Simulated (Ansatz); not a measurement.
# Sc2AlF3: the cost of one run

Method: DFT PBE, scalar-relativistic, plane waves, PAW, in Ansatz 0.2.0.

1 further run of the same task is left out (it didn't finish).

### 1 The system as given

Symmetry: P6/mmm, No. 191, hexagonal system. The conventional cell has a = 4.401 Å, b = 4.401 Å, c = 6.028 Å, α = 90.00°, β = 90.00°, γ = 120.00°. Sc (site symmetry -6m2) has 3 Al at 2.54 Å and 3 Sc at 2.54 Å as nearest neighbours. Al (site symmetry 6/mmm) has 6 Sc at 2.54 Å as nearest neighbours. F (site symmetry -6m2) has 6 F at 2.54 Å as nearest neighbours. F (site symmetry 6/mmm) has 6 F at 2.54 Å as nearest neighbours.

As a file:

```cif
data_structure
_symmetry_space_group_name_H-M 'P 1'
_symmetry_Int_Tables_number 1
_cell_length_a 4.4009
_cell_length_b 4.4009
_cell_length_c 6.0279
_cell_angle_alpha 90.000
_cell_angle_beta 90.000
_cell_angle_gamma 120.000
_cell_volume 101.11
loop_
_atom_site_label
_atom_site_type_symbol
_atom_site_fract_x
_atom_site_fract_y
_atom_site_fract_z
_atom_site_occupancy
Sc1 Sc 0.33333 0.66667 0.50000 1
Sc2 Sc 0.66667 0.33333 0.50000 1
Al1 Al 0.00000 0.00000 0.50000 1
F1 F 0.33333 0.66667 0.00000 1
F2 F 0.66667 0.33333 0.00000 1
F3 F 0.00000 0.00000 0.00000 1
```

The cell is invented: random cell by space group and Wyckoff sites (P6/mmm, No. 191). The dimensions are guesses.

### 2 A first look at the guess

Input file input.yaml:

```yaml
crystal:
  lattice:
    - [4.400895, 0.0, 0.0]
    - [-2.2004475, 3.81128687, 0.0]
    - [0.0, 0.0, 6.02790496]
  atoms:
    - { symbol: Sc, position: [0.33333333, 0.66666667, 0.5] }
    - { symbol: Sc, position: [0.66666667, 0.33333333, 0.5] }
    - { symbol: Al, position: [0.0, 0.0, 0.5] }
    - { symbol: F, position: [0.33333333, 0.66666667, 0.0] }
    - { symbol: F, position: [0.66666667, 0.33333333, 0.0] }
    - { symbol: F, position: [0.0, 0.0, 0.0] }
basis:
  ecutwfc: 420
kpoints:
  mp_grid: { grid: [6, 6, 4] }
hamiltonian:
  xc: pbe
scf:
  occupations: { method: gaussian, width: 0.1 }
  lower_state_search: "off"
output:
  forces: true
  stress: true
  eigenvalues: true
```

Command:

```sh
$ ansatz run input.yaml --threads 1 --pin off --max-ram 2560MiB --backend cpu --events-out ev --progress --plain --runs-dir out
```

Q: Estimate wall time and peak memory on 1 thread of Arm Neoverse V2, shared host.

About 3.4 s, with a peak of 0.36 GiB.
